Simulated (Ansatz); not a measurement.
**BiP (CsCl type): equation of state**

One table from this session's results is given with a row withheld; the runs are named, their logs left out.

Program: Ansatz 0.2.0. Level of theory: DFT r²SCAN, scalar-relativistic, plane waves, PAW. These are calculated values, not measurements.

1 further run of the same task is left out (it didn't finish).

## The system as given

Symmetry: Pm-3m, No. 221, cubic system. Conventional cell: a = 3.574 Å, b = 3.574 Å, c = 3.574 Å, α = 90.00°, β = 90.00°, γ = 90.00°. Around Bi (site symmetry m-3m) lie 8 P at 3.09 Å. P (site symmetry m-3m) is surrounded by 8 Bi at 3.09 Å.

Structure file:

```
CELL_PARAMETERS angstrom
3.57376 0.00000 0.00000
0.00000 3.57376 0.00000
0.00000 0.00000 3.57376
ATOMIC_POSITIONS crystal
Bi 0.00000 0.00000 0.00000
P 0.50000 0.50000 0.50000
```

This cell comes from an earlier session at r²SCAN: 22.822 Å³/atom at 0.00 GPa, on a 10×10×10 mesh.

Volume factors to run: 0.980, 1.020, 0.960, 1.040, 1.070.

Set-up of the first run:

Contents of input.yaml:

```yaml
crystal:
  lattice:
    - [3.5497724183, 0.0, 0.0]
    - [0.0, 3.5497724183, 0.0]
    - [0.0, 0.0, 3.5497724183]
  atoms:
    - { symbol: Bi, position: [0.0, 0.0, 0.0] }
    - { symbol: P, position: [0.5, 0.5, 0.5] }
basis:
  ecutwfc: 500
  ecutrho_ratio: 4
kpoints:
  mp_grid: { grid: [10, 10, 10] }
hamiltonian:
  xc: r2scan
scf:
  occupations: { method: gaussian, width: 0.05 }
output:
  forces: true
  stress: true
  eigenvalues: true
```

Launch:

```sh
ansatz run input.yaml --threads 2 --pin off --max-ram 2662MiB --backend cpu --events-out ev --progress --plain --runs-dir out
```

Steps of the session up to this table: Volume × 0.980; Scaling the volume by 1.020; Volume × 0.960; At 1.040 of the relaxed volume; Volume × 1.070.

One table of the session follows, with a row left open; its other results are not shown here.

It belongs to the step «The fit». 

| volume (Å³/atom) | energy (meV/atom) | pressure (GPa) |
| --- | --- | --- |
| 21.909 | 9.52 | 3.50 |
| 22.365 | 2.26 | 1.65 |
| 22.822 | 0.00 | 0.00 |
| 23.278 | 2.16 | -1.46 |
| 23.734 | ? | ? |
| 24.419 | 23.94 | -4.53 |

Q: Estimate the row for volume (Å³/atom) = 23.734 from the others.

Worked estimate for «energy (meV/atom)». A straight line through the neighbours (23.278, 2.16) and (24.419, 23.94) gives 2.16 + (23.94 − 2.16) × (23.734 − 23.278) / (24.419 − 23.278) = 10.86; a parabola fitted to 3 rows on both sides gives 8.06.

**Answer.** energy (meV/atom): 8.24; pressure (GPa): -2.78. In «energy (meV/atom)» the line misses by +2.62 and the parabola by -0.18.
